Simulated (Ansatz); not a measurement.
# U-r2SCAN0/6-31G(d) (spherical functions) run of C2HF2Ge (SMILES C#[C][Ge]([F])[F])

Aim: the electronic atomisation energy of C2HF2Ge at U-r2SCAN0/6-31G* (spherical functions), from 5 runs. 

The results are computed with Ansatz 0.2.0.

69 further runs of the same task are left out: 69 set aside as unsound or not needed.

**1. Starting point**

C2HF2Ge: 6 atoms, total charge 0, spin state doublet. As SMILES, `C#[C][Ge]([F])[F]`. The shape is that of a PBE0-D4/def2-TZVP optimisation.

Bond lengths: C1–C2 1.206 Å, C2–Ge3 1.892 Å, Ge3–F4 1.728 Å, Ge3–F5 1.728 Å, C1–H6 1.067 Å. Angles: C1–C2–Ge3 171.1°, C2–Ge3–F4 108.5°, C2–Ge3–F5 108.5°, F4–Ge3–F5 104.7°, C2–C1–H6 178.2°.

**2. The energy at U-r2SCAN0/6-31G(d) (spherical functions)**

The input, run.yaml:

```yaml
crystal:
  periodic: [false, false, false]
  atoms:
    - {symbol: C, position_ang: [-0.190100, 0.518400, 1.692900]}
    - {symbol: C, position_ang: [-0.131400, 0.204200, 0.530300]}
    - {symbol: Ge, position_ang: [-0.289600, -0.139700, -1.323100]}
    - {symbol: F, position_ang: [-0.276600, -1.850600, -1.565100]}
    - {symbol: F, position_ang: [1.142900, 0.424100, -2.108200]}
    - {symbol: H, position_ang: [-0.213200, 0.779700, 2.727000]}
basis:
  gaussian: {orbitals: 6-31G_st_-spherical.json}
magnetization: {spin_polarized: true, initial_magnetization: 1}
hamiltonian: {xc: {name: r2SCAN0}}
accuracy: high
output: {orbitals: {seedname: orbitals}}
```

The basis set 6-31G* is read from a file made from the Basis Set Exchange's data (not shown).

On the command line:

```bash
$ ansatz run run.yaml --threads 1 --pin off --max-ram 3480MiB --events-out events.jsonl --progress --plain --runs-dir runs
```

Standard output:

```text
Warning: RAYON_NUM_THREADS=1 ignored (pool sized by the plan → 1); use --threads N
Functional definition: r2SCAN0
  name "r2SCAN0"
  parameter a = 0.25
  parameter k0 = 0.174
  parameter k1 = 0.065
  parameter a1 = 4.9479
  exchange = (1 - a)*r2scan_x(k0 = k0, k1 = k1, a1 = a1) + a*exact_x
  correlation = r2scan_c
1871 factors; integrals over basis functions are off by at most 9.0e-9 eV
mean field evaluation 1: about -64022.2934 eV, gradient 3.6e1 eV
mean field evaluation 2: about -64019.0687 eV, gradient 4.9e1 eV
mean field evaluation 4: about -64027.3664 eV, gradient 2.6e0 eV
mean field evaluation 8: about -64027.5704 eV, gradient 2.2e-1 eV
mean field evaluation 16: about -64027.5705 eV, gradient 5.5e-4 eV
mean field evaluation 32: about -64027.5705 eV, gradient 8.0e-8 eV
mean field -64027.57053219 eV, -2352.9698176119 hartree, gradient 3.2e-8 eV, S^2 0.753989; 0 other end points of the search recorded, 0 dependent functions left out
reference -64027.57053504 eV, -2352.9698177165 hartree; 32, 31 occupied and 58, 59 virtual orbitals, 1871 factors
Total energy: -64027.57053504 eV, -2352.9698177165 hartree
```

Run time: 36 s. Hardware: 1 thread of Arm Neoverse V2, shared host; peak memory 0.61 GiB.

**3. The C atom**

The input, molecule.yaml:

```yaml
crystal:
  periodic: [false, false, false]
  atoms:
    - {symbol: C, position_ang: [0.000000, 0.000000, 0.000000]}
basis:
  gaussian:
    orbitals: 6-31G_st_-spherical.json
magnetization:
  spin_polarized: true
  initial_magnetization: 2
hamiltonian:
  xc: {name: r2SCAN0}
accuracy: high
```

The basis set 6-31G* is read from a file made from the Basis Set Exchange's data (not shown).

On the command line:

```bash
$ ansatz run molecule.yaml --threads 1 --pin off --max-ram 3480MiB --events-out events.jsonl --progress --plain --runs-dir runs
```

Standard output:

```text
Warning: RAYON_NUM_THREADS=1 ignored (pool sized by the plan → 1); use --threads N
Functional definition: r2SCAN0
  name "r2SCAN0"
  parameter a = 0.25
  parameter k0 = 0.174
  parameter k1 = 0.065
  parameter a1 = 4.9479
  exchange = (1 - a)*r2scan_x(k0 = k0, k1 = k1, a1 = a1) + a*exact_x
  correlation = r2scan_c
96 factors; integrals over basis functions are off by at most 1.1e-9 eV
mean field evaluation 1: about -1029.0863 eV, gradient 4.0e0 eV
mean field evaluation 2: about -1029.1649 eV, gradient 6.9e-1 eV
mean field evaluation 4: about -1029.1663 eV, gradient 1.3e-1 eV
mean field evaluation 8: about -1029.1664 eV, gradient 6.6e-5 eV
mean field evaluation 16: about -1029.1664 eV, gradient 1.1e-8 eV
mean field -1029.16642513 eV, -37.8211685295 hartree, gradient 1.1e-8 eV, S^2 2.003594; 0 other end points of the search recorded, 0 dependent functions left out
reference -1029.16642556 eV, -37.8211685452 hartree; 4, 2 occupied and 10, 12 virtual orbitals, 96 factors
Total energy: -1029.16642556 eV, -37.8211685452 hartree
```

It took 0.74 s on 1 thread of Arm Neoverse V2, shared host.

**4. The F atom, same level**

The input, molecule.yaml:

```yaml
crystal:
  periodic: [false, false, false]
  atoms:
    - {symbol: F, position_ang: [0.000000, 0.000000, 0.000000]}
basis:
  gaussian:
    orbitals: 6-31G_st_-spherical.json
accuracy: high
total_charge: 0
hamiltonian:
  xc: {name: r2SCAN0}
magnetization:
  spin_polarized: true
  initial_magnetization: 1
```

The basis set 6-31G* is read from a file made from the Basis Set Exchange's data (not shown).

Run the same way, it converges to -99.66913 Eh (log not shown).

**5. The Ge atom**

The input, job.yaml:

```yaml
crystal:
  periodic: [false, false, false]
  atoms:
    - {symbol: Ge, position_ang: [0.000000, 0.000000, 0.000000]}
basis:
  gaussian: {orbitals: 6-31G_st_-spherical.json}
magnetization: {spin_polarized: true, initial_magnetization: 2}
hamiltonian: {xc: {name: r2SCAN0}}
accuracy: high
```

The basis set 6-31G* is read from a file made from the Basis Set Exchange's data (not shown).

On the command line:

```bash
$ ansatz run job.yaml --threads 1 --pin off --max-ram 3480MiB --events-out events.jsonl --progress --plain --runs-dir runs
```

Standard output:

```text
Warning: RAYON_NUM_THREADS=1 ignored (pool sized by the plan → 1); use --threads N
Functional definition: r2SCAN0
  name "r2SCAN0"
  parameter a = 0.25
  parameter k0 = 0.174
  parameter k1 = 0.065
  parameter a1 = 4.9479
  exchange = (1 - a)*r2scan_x(k0 = k0, k1 = k1, a1 = a1) + a*exact_x
  correlation = r2scan_c
301 factors; integrals over basis functions are off by at most 3.7e-9 eV
mean field evaluation 1: about -56507.2049 eV, gradient 3.3e0 eV
mean field evaluation 2: about -56507.2666 eV, gradient 1.6e0 eV
mean field evaluation 4: about -56507.2719 eV, gradient 9.4e-2 eV
mean field evaluation 8: about -56507.2750 eV, gradient 1.0e-3 eV
mean field evaluation 16: about -56507.2750 eV, gradient 5.8e-8 eV
mean field -56507.27500968 eV, -2076.6040545990 hartree, gradient 5.8e-8 eV, S^2 2.004480; 0 other end points of the search recorded, 0 dependent functions left out
reference -56507.27501249 eV, -2076.6040547024 hartree; 17, 15 occupied and 15, 17 virtual orbitals, 301 factors
Total energy: -56507.27501249 eV, -2076.6040547024 hartree
```

Wall time 3.6 s (1 thread of Arm Neoverse V2, shared host); peak memory 0.14 GiB.

**6. The H atom**

The input, molecule.yaml:

```yaml
crystal:
  periodic: [false, false, false]
  atoms:
    - {symbol: H, position_ang: [0.000000, 0.000000, 0.000000]}
basis:
  gaussian:
    orbitals: "6-31G*"
magnetization:
  spin_polarized: true
  initial_magnetization: 1
hamiltonian:
  xc: {name: r2SCAN0}
accuracy: high
```

Run the same way, it converges to -0.49823 Eh (log not shown).

**7. Results**

Level: U-r2SCAN0/6-31G* (spherical functions).

| quantity | value |
| --- | --- |
| molecule: total energy | -2352.96982 Eh |
| molecule: HOMO energy (highest over α and β) | -7.75 eV |
| molecule: LUMO energy (lowest over α and β) | -3.61 eV |
| molecule: ⟨S²⟩ | 0.754 |
| C atom: total energy | -37.82117 Eh |
| C atom: ⟨S²⟩ | 2.004 |
| F atom: total energy | -99.66913 Eh |
| F atom: ⟨S²⟩ | 0.752 |
| Ge atom: total energy | -2076.60405 Eh |
| Ge atom: ⟨S²⟩ | 2.004 |
| H atom: total energy | -0.49823 Eh |
| H atom: ⟨S²⟩ | 0.750 |
| electronic atomisation energy | 24.135 eV |

Taking the molecule apart into free atoms costs 24.14 eV (557 kcal/mol), before zero-point energy and without spin-orbit coupling.
